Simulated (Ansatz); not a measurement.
# GaH₃OS₂: ionisation energy by level of theory

The task here is to estimate one member of a computed series from the others.

Computed with Ansatz 0.2.0, Gaussian basis. Level: unrestricted cation, the program's frozen cores in correlated methods.

Levels to be run: UKS PBE-D4/def2-TZVPP; UKS r2SCAN-D4/def2-TZVPP; UKS PBE0-D4/def2-TZVPP; UKS B3LYP-D4/def2-TZVPP; UKS wB97X-V/def2-TZVPP; UKS wB97M-V/def2-TZVPP; UKS B2PLYP/def2-TZVPP; UHF-CCSD(T)/def2-TZVPP; UHF-MP2/def2-QZVPP; extrapolation to the limit; then −ε(HOMO) from the neutral's earlier runs with LDA (SPW92), PBE-D4, revPBE-D4, BLYP-D4, r2SCAN-D4, B97M-V, PBE0-D4, B3LYP-D4, r2SCANh-D4, r2SCAN0-D4, HSE06-D4, BHLYP-D4, CAM-B3LYP-D4, LC-ωPBE, ωB97X-V, ωB97M-V.

## The geometry

All runs share one geometry, relaxed beforehand with PBE0-D4 in a triple-zeta def2 set.

7 atoms, charge 0, spin multiplicity 1.

Atoms are counted from 1 here; the program's logs count them from 0.

Bond lengths: O1–Ga2 1.782 Å, O1–H5 0.959 Å, Ga2–S3 2.184 Å, Ga2–S4 2.196 Å, S3–H6 1.345 Å, S4–H7 1.344 Å. Angles: Ga2–O1–H5 114.8°, O1–Ga2–S3 116.0°, O1–Ga2–S4 123.1°, S3–Ga2–S4 120.9°, Ga2–S3–H6 91.7°, Ga2–S4–H7 93.7°.

As a file:

```csv
atom,x (Å),y (Å),z (Å)
O1,-1.3459,0.6321,0.1902
Ga2,0.2638,-0.1260,0.0929
S3,1.2505,-0.5246,2.0005
S4,1.2326,-0.6446,-1.8085
H5,-1.7658,0.7964,-0.6565
H6,0.2120,-0.0183,2.6887
H7,0.2139,-0.1829,-2.5531
```

The first run:

Contents of in.yaml:

```yaml
crystal:
  periodic: [false, false, false]
  atoms:
    - {symbol: O, position_ang: [-1.345900, 0.632066, 0.190227]}
    - {symbol: Ga, position_ang: [0.263839, -0.126032, 0.092949]}
    - {symbol: S, position_ang: [1.250549, -0.524631, 2.000490]}
    - {symbol: S, position_ang: [1.232644, -0.644579, -1.808517]}
    - {symbol: H, position_ang: [-1.765798, 0.796435, -0.656453]}
    - {symbol: H, position_ang: [0.211963, -0.018272, 2.688661]}
    - {symbol: H, position_ang: [0.213903, -0.182887, -2.553056]}
basis:
  gaussian: {orbitals: def2-TZVPP}
total_charge: 1
magnetization: {spin_polarized: true, initial_magnetization: 1}
hamiltonian: {xc: pbe, dispersion: d4}
```

Launch:

```
> ansatz run in.yaml --threads 2 --pin off --events-out ev --progress --plain --max-ram 32768MiB --backend cpu
```

Steps of the session up to this table: Cation, UKS PBE-D4/def2-TZVPP; Cation, UKS r2SCAN-D4/def2-TZVPP; Cation, UKS PBE0-D4/def2-TZVPP; Cation, UKS B3LYP-D4/def2-TZVPP; Cation, UKS wB97X-V/def2-TZVPP; Cation, UKS wB97M-V/def2-TZVPP; Cation, UKS B2PLYP (frozen core)/def2-TZVPP; Cation, UHF-CCSD(T)/def2-TZVPP; Cation, UHF-MP2/def2-QZVPP.

One table of the session follows, with a row left open; its other results are not shown here.

It belongs to the step «Ionisation energies side by side». For comparison, −ε(HOMO) of the neutral from earlier runs:

| functional | −ε(HOMO) (eV) |
| --- | --- |
| LDA (SPW92) | 6.57 |
| PBE-D4 | 6.43 |
| revPBE-D4 | 6.38 |
| BLYP-D4 | 6.25 |
| r2SCAN-D4 | 6.74 |
| B97M-V | 6.78 |
| PBE0-D4 | 7.67 |
| B3LYP-D4 | 7.40 |
| r2SCANh-D4 | ? |
| r2SCAN0-D4 | 7.86 |
| HSE06-D4 | 7.26 |
| BHLYP-D4 | 8.72 |
| CAM-B3LYP-D4 | 8.96 |
| LC-ωPBE | 10.40 |
| ωB97X-V | 10.01 |
| ωB97M-V | 9.83 |

Estimate the missing values for r2SCANh-D4.

Worked estimate for «−ε(HOMO) (eV)». Against the share of exact exchange, r2SCAN-D4 (0, 6.74), r2SCAN0-D4 (0.25, 7.86) give a slope of 4.48 per unit share; at 0.1 the line stands at 7.19.

As computed: −ε(HOMO) (eV): 7.18. In «−ε(HOMO) (eV)» the line misses by +0.01.
